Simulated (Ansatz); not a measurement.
# F2H2OSi: the cost of one run

Computed with Ansatz 0.2.0, Gaussian basis. Level: PBE0-D4/def2-TZVP structures, single points in def2-TZVPP, no counterpoise correction.

Levels: SPW92, PBE-D4, BLYP-D4, r2SCAN-D4, B97M-V, PBE0-D4, B3LYP-D4, r2SCAN0-D4, BHLYP-D4, CAM-B3LYP-D4, wB97X-V, wB97M-V, B2PLYP, PBE-QIDH, RPA on PBE, Hartree-Fock, MP2, CCSD, CCSD(T).

Cores are frozen in the correlated methods. B3LYP uses VWN-RPA correlation. B2PLYP carries no dispersion term here.

94 further runs of the same task are left out: 94 set aside as unsound or not needed. Runs told in other sessions of the task aren't counted.

## 1. The starting structure

The complex: 8 atoms, charge 0, spin multiplicity 1.

Atoms are counted from 1 here; the program's logs count them from 0.

Bond lengths: Si1–O2 1.613 Å, Si1–F3 1.585 Å, Si1–F4 1.585 Å, Si1–H5 1.463 Å, O2–H8 0.960 Å, H6–H7 0.748 Å. Angles: O2–Si1–F3 111.3°, O2–Si1–F4 111.2°, O2–Si1–H5 108.7°, F3–Si1–F4 105.5°, F3–Si1–H5 110.1°, F4–Si1–H5 110.1°, Si1–O2–H8 120.8°.

As a file:

```xyz
8
F2H4OSi
Si    0.1485    1.2870   -0.1452
O     0.9007   -0.0551    0.3376
F    -0.3113    1.1756   -1.6575
F    -1.1802    1.5303    0.6833
H     1.0580    2.4208    0.0204
H    -0.6667   -2.6697    0.5741
H    -0.4063   -2.7833   -0.1178
H     0.4572   -0.9056    0.3051
```

Its parts: F2H2OSi holds atoms 1, 2, 3, 4, 5, 8; H2 holds atoms 6, 7. Each part counts its atoms afresh in its own runs.

## 2. Relaxing F2H2OSi alone

relax-a/in.yaml reads:

```yaml
crystal:
  periodic: [false, false, false]
  atoms:
    - {symbol: Si, position_ang: [0.148550, 1.287032, -0.145200]}
    - {symbol: O, position_ang: [0.900743, -0.055129, 0.337574]}
    - {symbol: F, position_ang: [-0.311306, 1.175640, -1.657510]}
    - {symbol: F, position_ang: [-1.180166, 1.530277, 0.683301]}
    - {symbol: H, position_ang: [1.058010, 2.420786, 0.020404]}
    - {symbol: H, position_ang: [0.457180, -0.905636, 0.305064]}
basis:
  gaussian: {orbitals: def2-TZVP}
hamiltonian: {xc: pbe0, dispersion: d4}
relax: {f_tol: 0.005, max_steps: 200}
```

The run is started by

```
ansatz run in.yaml --threads 4 --pin off --events-out ev --progress --plain --max-ram 9574MiB
```

**Question.** How long does this run take on 4 threads of Arm Neoverse V2, shared host?

About 5 s.
